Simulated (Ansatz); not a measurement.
# TiN: the cost of one run

Computed with Ansatz 0.2.0 (DFT r²SCAN+U (U_eff = 2.5 eV on Ti d), plane waves, PAW, unless a step's input says otherwise).

## Step 1: Starting point

It takes space group Fm-3m (No. 225, cubic). The conventional cell has a = 4.490 Å, b = 4.490 Å, c = 4.490 Å, α = 90.00°, β = 90.00°, γ = 90.00°. Ti (site symmetry m-3m) has 6 N at 2.24 Å in its first shell of neighbours. N (site symmetry m-3m) is surrounded by 6 Ti at 2.24 Å.

Structure file:

```cif
data_structure
_symmetry_space_group_name_H-M 'Fm-3m'
_symmetry_Int_Tables_number 225
_cell_length_a 4.4895
_cell_length_b 4.4895
_cell_length_c 4.4895
_cell_angle_alpha 90.000
_cell_angle_beta 90.000
_cell_angle_gamma 90.000
_cell_volume 90.49
loop_
_atom_site_label
_atom_site_type_symbol
_atom_site_symmetry_multiplicity
_atom_site_Wyckoff_symbol
_atom_site_fract_x
_atom_site_fract_y
_atom_site_fract_z
_atom_site_occupancy
Ti1 Ti 4 b 0.50000 0.00000 0.00000 1
N1 N 4 a 0.00000 0.00000 0.00000 1
```

Magnetic order typed: ferromagnetic.

## Step 2: From atoms, symmetry kept, no search

The input, input.yaml:

```yaml
crystal:
  lattice:
    - [0.0, 2.24476864, 2.24476864]
    - [2.24476864, 0.0, 2.24476864]
    - [2.24476864, 2.24476864, 0.0]
  atoms:
    - { symbol: Ti, position: [0.5, 0.5, 0.5], spin: 1.0 }
    - { symbol: "N", position: [0.0, 0.0, 0.0] }
basis:
  ecutwfc: 500
  ecutrho_ratio: 4
kpoints:
  mp_grid: { grid: [7, 7, 7] }
hamiltonian:
  xc: r2scan
  hubbard: { sites: [{ site: 0, l: d, u_eff: 2.5 }] }
scf:
  occupations: { method: gaussian, width: 0.05 }
  lower_state_search: "off"
  max_iter: 150
output:
  forces: true
  stress: true
  eigenvalues: true
  populations: true
  hubbard: { sites: [{ site: 0, l: d }] }
magnetization:
  spin_polarized: true
```

Launch:

```console
$ ansatz run input.yaml --threads 2 --pin off --max-ram 3072MiB --backend cpu --events-out ev --progress --plain --runs-dir out
```

Q: Estimate wall time and peak memory on 2 threads of Arm Neoverse N1, shared host.

About 5.7 s, with a peak of 0.38 GiB.
